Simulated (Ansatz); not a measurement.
This script for Ansatz's Python interface starts 5 runs on C2H7ClSn, SMILES [CH3][SnH2][CH2]Cl. What input does the engine get in each?

The script, `methods_c2h7clsn.py`:
```python
'''One geometry of C2H7ClSn, method by method.'''

from pathlib import Path

import ansatz as az
from ase import Atoms
import numpy as np

atoms = Atoms(['C', 'Sn', 'C', 'Cl', 'H', 'H', 'H', 'H', 'H', 'H', 'H'], positions=[
    [-0.9059, 1.4465, -0.2007],
    [0.0432, -0.3039, -0.8269],
    [0.9776, -1.1793, 0.8598],
    [-0.132, -1.5382, 2.1131],
    [-1.7101, 1.2371, 0.5414],
    [-1.4539, 1.9701, -1.0895],
    [-0.1869, 2.2031, 0.2142],
    [1.2834, 0.1017, -2.0492],
    [-1.1189, -1.4105, -1.4368],
    [1.7578, -0.4677, 1.3079],
    [1.511, -2.1159, 0.5873],
])
c2h7clsn = az.Crystal.molecule_from_ase(atoms)

setup = c2h7clsn.calculation().basis(gaussian='def2-SVP')

print('functional    E (Ha)        dipole (D)   HOMO (eV)  LUMO (eV)')
for name in ['b3lyp', 'lc_wpbe', 'lda', 'pbe0', 'hse06']:
    report = setup.functional(name).forces().orbitals().run(runs_dir='runs').report
    lines = Path(report['orbitals_path']).read_text().splitlines()
    field_of = lambda key: [line.split('=')[1].strip() for line in lines if line.startswith(key)]
    orbitals = [(27.211386 * float(e), s, float(n)) for e, s, n in zip(field_of('Ene='), field_of('Spin='), field_of('Occup='))]
    homo = max(e for e, _, n in orbitals if n > 0.5)
    lumo = min(e for e, _, n in orbitals if n < 0.5)
    dipole = 4.803205 * np.linalg.norm(report['charge_distribution']['dipole_moment_e_ang'])
    print(f'{name:10s} {report["free_energy_ev"] / 27.211386246:14.6f} {dipole:9.3f} {homo:11.3f} {lumo:10.3f}')
```

Run 1:
```yaml
crystal:
  periodic: [false, false, false]
  atoms:
    - { symbol: C, position_ang: [-0.9059, 1.4465, -0.2007] }
    - { symbol: Sn, position_ang: [0.0432, -0.3039, -0.8269] }
    - { symbol: C, position_ang: [0.9776, -1.1793, 0.8598] }
    - { symbol: Cl, position_ang: [-0.132, -1.5382, 2.1131] }
    - { symbol: H, position_ang: [-1.7101, 1.2371, 0.5414] }
    - { symbol: H, position_ang: [-1.4539, 1.9701, -1.0895] }
    - { symbol: H, position_ang: [-0.1869, 2.2031, 0.2142] }
    - { symbol: H, position_ang: [1.2834, 0.1017, -2.0492] }
    - { symbol: H, position_ang: [-1.1189, -1.4105, -1.4368] }
    - { symbol: H, position_ang: [1.7578, -0.4677, 1.3079] }
    - { symbol: H, position_ang: [1.511, -2.1159, 0.5873] }
basis:
  gaussian:
    orbitals: def2-SVP
hamiltonian:
  xc: b3lyp
output:
  orbitals: {}
  forces: true
```

Run 2, against run 1:
```diff
-  xc: b3lyp
+  xc: lc_wpbe
```

Run 3, against run 1:
```diff
-  xc: b3lyp
+  xc: lda
```

Run 4, against run 1:
```diff
-  xc: b3lyp
+  xc: pbe0
```

Run 5, against run 1:
```diff
-  xc: b3lyp
+  xc: hse06
```

```console
$ python methods_c2h7clsn.py
functional    E (Ha)        dipole (D)   HOMO (eV)  LUMO (eV)
b3lyp         -754.761731     1.107      -7.090      0.407
lc_wpbe       -754.543294     1.311     -10.076      2.778
lda           -752.061987     1.088      -6.144     -0.333
pbe0          -754.428638     1.208      -7.374      0.633
hse06         -754.413616     1.203      -6.974      0.261
```

Total energies depend on the basis set; only differences at equal settings carry meaning. The geometry is a force-field or estimated start, not a minimum of this method, and the basis set is short of its limit. A lower total doesn't mark the better method: functionals have no common bound, and MP2 and coupled cluster aren't variational. def2 sets replace the cores of elements past krypton by effective core potentials. b3lyp holds the VWN-RPA fit, as in Gaussian; the form of ORCA and Turbomole is b3lyp5. Levels such as HOMO and LUMO are orbital energies: with these approximate functionals they aren't the ionisation energy and electron affinity, and their gap isn't the fundamental gap. hse06 follows the composition of plane-wave codes, whose totals differ by tens of mHa, up to about 0.1 Ha, from the form usual in Gaussian-basis programs (wpbeh). The whole script took 21 s on 1 thread of Arm Neoverse V2, on a shared host, peak memory 0.33 GiB.
